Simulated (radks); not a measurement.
# Nuclear size and the levels of La

An exercise on one series of results from a longer session: the logs are not shown, and one member is left open.

Method: Dirac Kohn-Sham, PBE, spin-unpolarised, spherical densities, finite nucleus; open shells are shared between the two j in proportion to 2j + 1. Code: radks (a radial shooting solver on a logarithmic mesh, Libxc functionals) version 1.

**Starting point**

```
element            : lanthanum (Z = 57)
charge             : 0
electrons          : 57
configuration      : [Xe] 5d1 6s2
nuclear rms radius : 4.855 fm
```

The outer shells:

La
```
[Xe] core
5d [↑ ][  ][  ][  ][  ]
6s [↑↓]
```

Set-up of the first run:

Settings of this run:

```text
Z 57
configuration [Xe] 5d1 6s2 6p0 7s0
relativity Dirac
functional pbe,pbe
spin unpolarised
j_filling average
nucleus finite rms 4.855 fm
c 137.035999084
```

Among the steps run: rms radius 4.855 fm.

One table of the session follows, with a row left open; its other results are not shown here.

It belongs to the step «rms radius 4.855 fm». From the orbitals of this run (lengths in bohr):

```
level    <r>  outermost maximum (interpolated)  90 % within  nodes
5s1/2  1.558                              1.41         2.24      4
5p1/2  1.750                              1.54         2.55      3
5p3/2  1.830                              1.61         2.67      3
6s1/2  4.424                              3.82         6.48      5
5d3/2  2.963                              2.19         4.73      2
5d5/2  3.031                              2.23         4.85      2
6p1/2  5.791                              4.81         8.67      4
6p3/2      ?                                 ?            ?      ?
```

**Question.** Estimate the row for 6p3/2.

The run gave: <r>: 6.073; outermost maximum (interpolated): 5.02; 90 % within: 9.09; nodes: 4. In the column «<r>» it is the highest.
